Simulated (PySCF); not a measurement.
# HBr+: a composite coupled-cluster curve

The task here is to estimate one member of a computed series from the others.

Computed with PySCF 2.14.0. Level: CCSD(T) on ROHF, scalar-relativistic core potentials.

2 further runs of the same task are left out: 2 set aside as unsound or not needed.

The first run:

```
molecule             : HBr+
state                : doublet, unpaired electrons π ↑
smaller basis        : H aug-cc-pVTZ, Br aug-cc-pVTZ-PP with ECP10
larger basis         : H aug-cc-pVQZ, Br aug-cc-pVQZ-PP with ECP10
frozen core orbitals : 9
extrapolation        : correlation as n⁻³ (n = 3, 4), Hartree–Fock as (n+1)·exp(−9√n)
corrections          : core–valence correlation
distances (Å)        : 1.2874, 1.3460, 1.4045, 1.4630, 1.5215, 1.5947, 1.6678
masses (u)           : 1.0078, 78.9183
dissociation limit   : H + Br+
```

Started as:

```bash
OMP_NUM_THREADS=4 python comp.py task.json out
```

Among the steps run: Coupled cluster at each distance.

One of the session's tables, all rows but one given; the rest of the session is left out.

It belongs to the step «Coupled cluster at each distance». Parts of the energy along the bond, in eV from H + Br+:

```
 R (Å)  HF/CBS  CCSD corr.      (T)  core–valence
1.2874  -2.535      -1.087  -0.0391       -0.0499
1.3460       ?           ?        ?             ?
1.4045  -2.864      -1.121  -0.0455       -0.0321
1.4630  -2.865      -1.141  -0.0490       -0.0260
1.5215  -2.794      -1.163  -0.0527       -0.0212
1.5947  -2.631      -1.192  -0.0576       -0.0166
1.6678  -2.413      -1.223  -0.0630       -0.0133
```

**Question.** Estimate the row for R (Å) = 1.3460.

Worked estimate for «HF/CBS». A straight line through the neighbours (1.2874, -2.535) and (1.4045, -2.864) gives -2.535 + (-2.864 + 2.535) × (1.3460 − 1.2874) / (1.4045 − 1.2874) = -2.700; a parabola fitted to 3 rows on both sides gives -2.754.

The run gave: HF/CBS: -2.765; CCSD corr.: -1.103; (T): -0.0422; core–valence: -0.0400. In «HF/CBS» the line misses by +0.065 and the parabola by +0.011.
